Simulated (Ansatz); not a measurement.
# Si₂Ge₃H₁₂: basis-set convergence

An exercise on one series of results from a longer session: the logs are not shown, and one member is left open.

Method: one geometry, several basis sets; program: Ansatz 0.2.0, Gaussian basis.

Levels to be run: PBE0-D4/def2-SVP; ωB97M-V/def2-SVP; PBE0-D4/def2-QZVPP; ωB97M-V/def2-QZVPP; the functionals' def2-TZVPP values are taken from earlier runs.

## Structure used throughout

The geometry comes from an earlier relaxation with PBE0-D4 in a triple-zeta def2 set; it is a stationary point, not always the lowest conformer.

SMILES `[SiH3][GeH2][GeH2][SiH2][GeH3]`, 17 atoms, charge 0, spin multiplicity 1.

Atoms are counted from 1 here; the program's logs count them from 0.

Bond lengths: Si1–Ge2 2.378 Å, Si1–H6 1.487 Å, Si1–H7 1.487 Å, Si1–H8 1.487 Å, Ge2–Ge3 2.428 Å, Ge2–H9 1.540 Å, Ge2–H10 1.541 Å, Ge3–Si4 2.379 Å, Ge3–H11 1.540 Å, Ge3–H12 1.541 Å, Si4–Ge5 2.379 Å, Si4–H13 1.489 Å, Si4–H14 1.489 Å, Ge5–H15 1.538 Å, Ge5–H16 1.538 Å, Ge5–H17 1.539 Å. Angles: Ge2–Si1–H6 109.6°, Ge2–Si1–H7 111.5°, Ge2–Si1–H8 109.3°, H6–Si1–H7 108.9°, H6–Si1–H8 108.6°, H7–Si1–H8 108.9°, Si1–Ge2–Ge3 109.7°, Si1–Ge2–H9 110.6°, Si1–Ge2–H10 109.7°, Ge3–Ge2–H9 110.3°, Ge3–Ge2–H10 108.6°, H9–Ge2–H10 107.9°, Ge2–Ge3–Si4 108.5°, Ge2–Ge3–H11 109.9°, Ge2–Ge3–H12 109.5°, Si4–Ge3–H11 110.1°, Si4–Ge3–H12 110.7°, H11–Ge3–H12 108.1° and more.

The first run:

Contents of in.yaml:

```yaml
crystal:
  periodic: [false, false, false]
  atoms:
    - {symbol: Si, position_ang: [0.082361, 2.669947, 0.319953]}
    - {symbol: Ge, position_ang: [-1.134052, 1.234880, -1.134667]}
    - {symbol: Ge, position_ang: [0.270973, -0.626840, -1.810768]}
    - {symbol: Si, position_ang: [1.294918, -1.544653, 0.131039]}
    - {symbol: Ge, position_ang: [-0.369225, -1.967688, 1.777320]}
    - {symbol: H, position_ang: [1.285451, 3.189586, -0.383197]}
    - {symbol: H, position_ang: [-0.747631, 3.818663, 0.770095]}
    - {symbol: H, position_ang: [0.525738, 1.899701, 1.512446]}
    - {symbol: H, position_ang: [-1.629116, 2.008892, -2.371023]}
    - {symbol: H, position_ang: [-2.368647, 0.677403, -0.400404]}
    - {symbol: H, position_ang: [-0.581415, -1.698225, -2.516612]}
    - {symbol: H, position_ang: [1.337345, -0.131837, -2.806387]}
    - {symbol: H, position_ang: [2.026882, -2.801232, -0.188693]}
    - {symbol: H, position_ang: [2.271937, -0.557405, 0.668170]}
    - {symbol: H, position_ang: [0.239302, -2.564192, 3.057654]}
    - {symbol: H, position_ang: [-1.419074, -2.950504, 1.231192]}
    - {symbol: H, position_ang: [-1.085767, -0.656495, 2.143864]}
basis:
  gaussian: {orbitals: def2-SVP}
hamiltonian: {xc: pbe0, dispersion: d4}
output: {orbitals: {seedname: orbitals}}
```

Among the steps run: PBE0-D4 in def2-SVP; ωB97M-V in def2-SVP; PBE0-D4 in def2-QZVPP; ωB97M-V in def2-QZVPP.

One table of the session follows, with a row left open; its other results are not shown here.

It belongs to the step «Functionals by basis». 

| functional | basis | HOMO (eV) | LUMO (eV) |
| --- | --- | --- | --- |
| PBE0-D4 | def2-SVP | -7.75 | -0.09 |
| PBE0-D4 | def2-TZVPP | -7.71 | -0.32 |
| PBE0-D4 | def2-QZVPP | -7.71 | -0.45 |
| ωB97M-V | def2-SVP | -9.64 | 1.71 |
| ωB97M-V | def2-TZVPP | -9.64 | 1.31 |
| ωB97M-V | def2-QZVPP | ? | ? |

**Question.** Estimate the row for ωB97M-V, def2-QZVPP.

As computed: HOMO (eV): -9.63; LUMO (eV): 0.97. In the column «HOMO (eV)» it lies between ωB97M-V, def2-TZVPP (-9.64) and PBE0-D4, def2-SVP (-7.75).
